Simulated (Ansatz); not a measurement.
Write a Python script for the Ansatz DFT code, driven from Python that makes a calculation of the elastic constants of Bi2Se3, space group R-3m. Use: PBE, PAW, cutoff 435 eV, 6×6×6 k-points, fixed occupations.

```cif
data_structure
_symmetry_space_group_name_H-M 'P 1'
_symmetry_Int_Tables_number 1
_cell_length_a 9.8405
_cell_length_b 9.8405
_cell_length_c 9.8405
_cell_angle_alpha 24.304
_cell_angle_beta 24.304
_cell_angle_gamma 24.304
_cell_volume 141.89
loop_
_atom_site_label
_atom_site_type_symbol
_atom_site_fract_x
_atom_site_fract_y
_atom_site_fract_z
_atom_site_occupancy
Bi1 Bi 0.40080 0.40080 0.40080 1
Bi2 Bi 0.59920 0.59920 0.59920 1
Se1 Se 0.00000 0.00000 0.00000 1
Se2 Se 0.21170 0.21170 0.21170 1
Se3 Se 0.78830 0.78830 0.78830 1
```

`run_elastic.py`
```python
'''Stiffness tensor and moduli of Bi2Se3.'''

import argparse

import ansatz as az
import numpy as np

parser = argparse.ArgumentParser(description='Stiffness tensor and moduli of Bi2Se3.')
parser.add_argument('--kgrid', type=int, nargs=3, required=True, help='k-point sampling')
args = parser.parse_args()

system = (
    az.Lattice.from_parameters(4.143, 4.143, 28.636, alpha=90, beta=90, gamma=120)
    .space_group(166)
    .atom('Bi', (2 / 3, 1 / 3, 0.734133))
    .atom('Se', (0.0, 0.0, 0.0))
    .atom('Se', (1 / 3, 2 / 3, 0.878367))
    .primitive()
)

setup = (
    system.calculation()
    .occupations(az.OccupationsMethod.FIXED)  # no smearing
    .basis(16 * az.Ha)
    .functional(az.Functional.PBE)
    .kpoints(*args.kgrid)  # the mesh must be finer for metals
)
done = setup.elastic('relaxed_ion', amplitude=0.005).run(threads=1, pin='off')
elastic = done.elastic

C = np.asarray(elastic.c_gpa)
for i in range(6):
    for j in range(i, 6):
        if abs(C[i, j]) > 0.05:
            print(f'C{i + 1}{j + 1} = {C[i, j]:.1f} GPa')
print('smallest eigenvalue of C:', round(elastic.stability.min_eigenvalue_gpa, 1), 'GPa; tensor positive definite:', elastic.stability.min_eigenvalue_gpa > 0)
# averaged moduli need a positive definite tensor
if elastic.stability.min_eigenvalue_gpa > 0:
    m = elastic.moduli
    print(f'K = {m.k_hill_gpa:.1f}, G = {m.g_hill_gpa:.1f}, E = {m.youngs_gpa:.1f} GPa, Poisson ratio {m.poisson:.3f}, K/G = {m.k_hill_gpa / m.g_hill_gpa:.2f}')
```

```console
$ python run_elastic.py --kgrid 6 6 6
C11 = 88.8 GPa
C12 = 27.8 GPa
C13 = 27.1 GPa
C14 = -12.7 GPa
C22 = 88.8 GPa
C23 = 27.1 GPa
C24 = 12.7 GPa
C33 = 46.0 GPa
C44 = 25.0 GPa
C55 = 25.0 GPa
C56 = -12.7 GPa
C66 = 30.5 GPa
smallest eigenvalue of C: 14.7 GPa; tensor positive definite: True
K = 41.0, G = 22.8, E = 57.6 GPa, Poisson ratio 0.266, K/G = 1.80
```

The Fermi level of a run with fixed occupations marks the highest occupied state on its mesh, not mid-gap. A positive definite tensor excludes instabilities under uniform strain alone; phonons elsewhere in the zone can still be imaginary. Spin-orbit coupling, which matters for elements this heavy, is left out. The structure is a deposited one; some such entries were measured under pressure or heat, so a shift against it needn't be the functional's error alone. The constants belong to the cell that was strained; where it wasn't relaxed first it may be under stress. Wall time of the script: 30 min on 1 thread of Arm Neoverse V1, on a shared host, peak memory 1.1 GiB.

(A comment or docstring line of the script was reworded after the run, the code is as it ran.)
